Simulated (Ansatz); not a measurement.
**revPBE/def2-SVPD run of GaHClOF (SMILES [OH][Ga]([F])[Cl])**

Aim: the vertical electron affinity of GaHClOF at revPBE/def2-SVPD, from 2 runs. 

The calculation is run with Ansatz 0.2.0.

93 further runs of the same task are left out: 93 set aside as unsound or not needed. Runs told in other sessions of the task aren't counted.

## Step 1: Starting point

GaHClOF: 5 atoms, total charge 0, spin state singlet. SMILES: `[OH][Ga]([F])[Cl]`. The shape is that of a PBE0-D4/def2-TZVP optimisation. This is one conformer, not always the lowest.

Bond lengths: O1–Ga2 1.761 Å, Ga2–F3 1.733 Å, Ga2–Cl4 2.115 Å, O1–H5 0.961 Å. Angles: O1–Ga2–F3 117.4°, O1–Ga2–Cl4 124.1°, F3–Ga2–Cl4 118.5°, Ga2–O1–H5 113.2°.

## Step 2: A single-point energy at revPBE/def2-SVPD

Contents of input.yaml:

```yaml
crystal:
  periodic: [false, false, false]
  atoms:
    - symbol: O
      position_ang: [-0.411400, -1.212900, 0.567400]
    - symbol: Ga
      position_ang: [0.024700, 0.194000, -0.397200]
    - symbol: F
      position_ang: [-0.341800, 0.143700, -2.089800]
    - symbol: Cl
      position_ang: [0.960300, 1.923100, 0.382300]
    - symbol: H
      position_ang: [-0.182000, -1.121400, 1.495800]
basis:
  gaussian: {orbitals: def2-SVPD}
hamiltonian: {xc: {name: revPBE}}
accuracy: high
output: {orbitals: {seedname: orbitals}}
```

Launch:

```bash
ansatz run input.yaml --threads 1 --pin off --max-ram 3480MiB --events-out events.jsonl --progress --plain --runs-dir runs
```

The program printed:

```text
Warning: RAYON_NUM_THREADS=1 ignored (pool sized by the plan → 1); use --threads N
Functional definition: revPBE
  name "revPBE"
  parameter kappa = 1.245
  parameter beta = 0.06672455060314922
  exchange = pbe_x(kappa = kappa, mu = beta*pi^2/3)
  correlation = pbe_c(beta = beta)
2245 factors; integrals over basis functions are off by at most 4.4e-9 eV
mean field evaluation 1: about -69652.3143 eV, gradient 7.9e1 eV
mean field evaluation 2: about -69560.1959 eV, gradient 2.1e2 eV
mean field evaluation 4: about -69661.6407 eV, gradient 2.4e1 eV
mean field evaluation 8: about -69662.7316 eV, gradient 1.9e-1 eV
mean field evaluation 16: about -69662.7315 eV, gradient 2.9e-5 eV
mean field -69662.73154295 eV, -2560.0581651082 hartree, gradient 1.4e-8 eV, S^2 0.000000; 0 other end points of the search recorded, 0 dependent functions left out
reference -69662.73154760 eV, -2560.0581652791 hartree; 33, 33 occupied and 86, 86 virtual orbitals, 2245 factors
Total energy: -69662.73154760 eV, -2560.0581652791 hartree
```

Wall time 9.9 s (1 thread of Arm Neoverse V2, shared host); peak memory 0.33 GiB.

## Step 3: The doublet anion, same level

Contents of input.yaml:

```yaml
crystal:
  periodic: [false, false, false]
  atoms:
    - {symbol: O, position_ang: [-0.411400, -1.212900, 0.567400]}
    - {symbol: Ga, position_ang: [0.024700, 0.194000, -0.397200]}
    - {symbol: F, position_ang: [-0.341800, 0.143700, -2.089800]}
    - {symbol: Cl, position_ang: [0.960300, 1.923100, 0.382300]}
    - {symbol: H, position_ang: [-0.182000, -1.121400, 1.495800]}
basis:
  gaussian:
    orbitals: def2-SVPD
total_charge: -1
magnetization:
  spin_polarized: true
  initial_magnetization: 1
hamiltonian:
  xc: {name: revPBE}
accuracy: high
output: {orbitals: {seedname: orbitals}}
```

Launch:

```bash
ansatz run input.yaml --threads 1 --pin off --max-ram 3480MiB --events-out events.jsonl --progress --plain --runs-dir runs
```

The program printed, shortened:

```text
Warning: RAYON_NUM_THREADS=1 ignored (pool sized by the plan → 1); use --threads N
[... 6 set-up lines as earlier in the session ...]
2246 factors; integrals over basis functions are off by at most 4.4e-9 eV
mean field evaluation 1: about -69659.4312 eV, gradient 3.4e1 eV
mean field evaluation 2: about -69617.6552 eV, gradient 1.0e2 eV
mean field evaluation 4: about -69662.9455 eV, gradient 6.4e0 eV
mean field evaluation 8: about -69663.0821 eV, gradient 3.1e-1 eV
mean field evaluation 16: about -69663.0825 eV, gradient 1.8e-4 eV
mean field -69663.08253039 eV, -2560.0710636584 hartree, gradient 7.8e-8 eV, S^2 0.751261; 0 other end points of the search recorded, 0 dependent functions left out
reference -69663.08253482 eV, -2560.0710638213 hartree; 34, 33 occupied and 85, 86 virtual orbitals, 2246 factors
Total energy: -69663.08253482 eV, -2560.0710638213 hartree
```

Run time: 17 s. Hardware: 1 thread of Arm Neoverse V2, shared host; peak memory 0.4 GiB.

## Step 4: Outcome

At revPBE/def2-SVPD:

```
                                         quantity           value
                    singlet GaHClOF: total energy  -2560.05817 Eh
                     singlet GaHClOF: HOMO energy        -8.18 eV
                     singlet GaHClOF: LUMO energy        -2.78 eV
                   singlet GaHClOF: HOMO–LUMO gap         5.40 eV
                      doublet anion: total energy  -2560.07106 Eh
doublet anion: HOMO energy (highest over α and β)         1.80 eV
 doublet anion: LUMO energy (lowest over α and β)         2.19 eV
                              doublet anion: ⟨S²⟩           0.751
vertical electron affinity (to the doublet anion)        0.351 eV
```

In words: At fixed nuclei the extra electron is bound by 0.35 eV (8.1 kcal/mol). The HOMO (doublet anion) lies at positive energy, 1.80 eV, from the functional's self-interaction, a short basis or an electron that isn't bound; only total energies against the neutral tell.
